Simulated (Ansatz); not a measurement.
This script for the Ansatz DFT code, driven from Python starts 3 runs on Y3Sn, space group Fm-3m. What input does the engine get in each?

Script `run_edit.py`:
```python
# -*- coding: utf-8 -*-
import warnings

import ansatz as az


def main():
    warnings.simplefilter("ignore", az.DeckWarning)

    crystal = (
        az.Lattice.of([0.0, 3.846059, 3.846059], [3.846059, 0.0, 3.846059], [3.846059, 3.846059, 0.0])
        .atom("Y", [0.0, 0.0, 0.0])
        .atom("Y", [0.25, 0.25, 0.25])
        .atom("Y", [0.75, 0.75, 0.75])
        .atom("Sn", [0.5, 0.5, 0.5])
    )

    setup = (
        crystal.calculation()
        .functional("pbesol")
        .pseudopotentials("paw")
        .kpoints(6, 6, 6, center="gamma")
        .occupations("Methfessel-Paxton", width=0.05)
        .band_table()
    )
    typed = setup.input()
    rows = []
    for value in [1, 2, 3]:
        edited = typed.set(az.key.basis.xc_grid, value)
        summary = az.Session.from_dict(edited).plan().execute().report
        rows.append((value, summary["free_energy_ev"], summary["n_iterations"], len(summary["eigenvalues_ev"][0]) if "eigenvalues_ev" in summary else 0))
    lines = [",".join(["xc grid", "F eV", "iterations", "bands listed"])] + [",".join(f"{v:.4f}" if isinstance(v, float) else str(v) for v in row) for row in rows]
    print("\n".join(lines))
    with open("edit.csv", "w") as handle:
        handle.write("\n".join(lines) + "\n")
    print(edited.to_yaml())


if __name__ == "__main__":
    main()
```

Run 1:
```yaml
crystal:
  lattice:
    - [0.0, 3.846059, 3.846059]
    - [3.846059, 0.0, 3.846059]
    - [3.846059, 3.846059, 0.0]
  atoms:
    - { symbol: "Y", position: [0.0, 0.0, 0.0] }
    - { symbol: "Y", position: [0.25, 0.25, 0.25] }
    - { symbol: "Y", position: [0.75, 0.75, 0.75] }
    - { symbol: Sn, position: [0.5, 0.5, 0.5] }
kpoints:
  mp_grid:
    grid: [6, 6, 6]
    shift: [0.0, 0.0, 0.0]
hamiltonian:
  xc: pbesol
  pseudopotentials:
    kind: paw
scf:
  occupations:
    method: methfessel_paxton
    width: 0.05
output:
  eigenvalues: true
basis:
  xc_grid: 1
```

Run 2, against run 1:
```diff
-  xc_grid: 1
+  xc_grid: 2
```

Run 3, against run 1:
```diff
-  xc_grid: 1
+  xc_grid: 3
```

```console
$ python run_edit.py
xc grid,F eV,iterations,bands listed
1,-17336.0737,6,29
2,-17336.0737,6,29
3,-17336.0737,6,29
crystal:
  lattice:
    - [0.0, 3.846059, 3.846059]
    - [3.846059, 0.0, 3.846059]
    - [3.846059, 3.846059, 0.0]
  atoms:
    - { symbol: "Y", position: [0.0, 0.0, 0.0] }
    - { symbol: "Y", position: [0.25, 0.25, 0.25] }
    - { symbol: "Y", position: [0.75, 0.75, 0.75] }
    - { symbol: Sn, position: [0.5, 0.5, 0.5] }
kpoints:
  mp_grid:
    grid: [6, 6, 6]
    shift: [0.0, 0.0, 0.0]
hamiltonian:
  xc: pbesol
  pseudopotentials:
    kind: paw
scf:
  occupations:
    method: methfessel_paxton
    width: 0.05
output:
  eigenvalues: true
basis:
  xc_grid: 3
```

Notes:
- Absolute energies stand on the zero of these potentials, so only differences at equal settings mean something. A total without «per atom» is that of the cell as typed.
- No spin polarisation was allowed.
- For a metal this k-point mesh is coarse: on a finer one energies can move by several to tens of meV an atom and pressures by half a GPa or more, differences at one mesh by less.
- This cell is a computed structure, which may not be the phase found in nature.
- Finished in 8.1 s on 1 thread of Arm Neoverse V1, with other jobs on the host, peak memory 0.49 GiB.

(A comment or docstring line of the script was reworded after the run, the code is as it ran; lines on the test bed's own set-up are left out of the output.)
